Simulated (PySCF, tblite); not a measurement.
# C₅H₅F₄O radical: geometry, infrared bands and EPR parameters

Aim: predict the infrared bands and EPR parameters of C₅H₅F₄O radical (`CO/C=C(/[CH]F)C(F)(F)F`).

Programs: tblite 0.8.0 and PySCF 2.14.0, with density-fitted response routines of our own. Each step states its level of theory. These are calculated values for one molecule in the gas phase, unless marked as measured. Atoms count from 0, in the outputs and in this text.

## (1) The molecule as given

15 atoms, charge 0, multiplicity 2; geometry from: force field or distance geometry start.

Bonds of the start (Å): C0–O1 1.45, O1–C2 1.38, C2–C3 1.33, C3–C4 1.49, C4–F5 1.38, C3–C6 1.49, C6–F7 1.37, C6–F8 1.39, C6–F9 1.37, C0–H10 1.08, C0–H11 1.12, C0–H12 1.10, C2–H13 1.09, C4–H14 1.08.

## (2) Optimising the geometry with GFN2-xTB

What the job is given:

```
{"job": {"kind": "relax", "xc": "GFN2-xTB", "basis": "xTB"}, "charge": 0, "multiplicity": 2}
C      2.480500    -0.180800     0.316600
O      1.424700     0.354300    -0.526300
C      0.308100     0.771300     0.173400
C     -0.894500     0.223700     0.016200
C     -2.008700     0.775500     0.831300
F     -2.489000     1.962300     0.323400
C     -1.094100    -0.928600    -0.913200
F     -1.541300    -2.061300    -0.295500
F     -1.992000    -0.545200    -1.906300
F      0.097000    -1.114100    -1.573800
H      3.296300    -0.477900    -0.324400
H      1.992300    -1.061700     0.809100
H      2.737000     0.597100     1.057100
H      0.450700     1.616200     0.852700
H     -2.771500     0.077200     1.137700
```

Launch:

```console
$ OMP_NUM_THREADS=1 python probes_run.py task.json out
```

One launch serves the whole session: the jobs run in the order shown.

**Question.** This job is followed by: GFN2-xTB harmonic vibrations, gas phase; UKS B3LYP, pcH-1 on C F H O, non-relativistic, mean-field spin-orbit, GIAO. Predict these results of the whole session: strongest single infrared mode (GFN2-xTB); zero-point energy (GFN2-xTB); g(iso) (B3LYP); ⟨S²⟩; largest a(iso) (averaged by class); potential on the surface of density 0.002 e/bohr³, 1st and 99th percentile.

**Answer**, as computed:

```
                                                                  quantity                  value
                                 strongest single infrared mode (GFN2-xTB)  1056 cm⁻¹, 341 km/mol
                                              zero-point energy (GFN2-xTB)          58.3 kcal/mol
                                                            g(iso) (B3LYP)                2.00368
                                                                      ⟨S²⟩     0.774 (exact 0.75)
                                        largest a(iso) (averaged by class)    19F on F5, 79.6 MHz
potential on the surface of density 0.002 e/bohr³, 1st and 99th percentile     -1.03 V and 1.29 V
```

Over 110 steps the energy fell by 1.662 eV; of the close pairs, C3–C4 changed most, 1.487 to 1.375 Å. All 39 modes are real, so the xTB geometry is a minimum. GFN2-xTB is a fitted tight-binding method: band positions and strengths are rough. Its intensities can rank the bands wrongly. The largest spin populations lie on C2 (0.57 e), C4 (0.56 e). The isotropic g lies 1.4 ppt above the free-electron value. These values are for one conformer; the search (at its own cheap level) found 2 more, at 1.26, 4.30 kcal/mol, and measured spectra average over such forms.
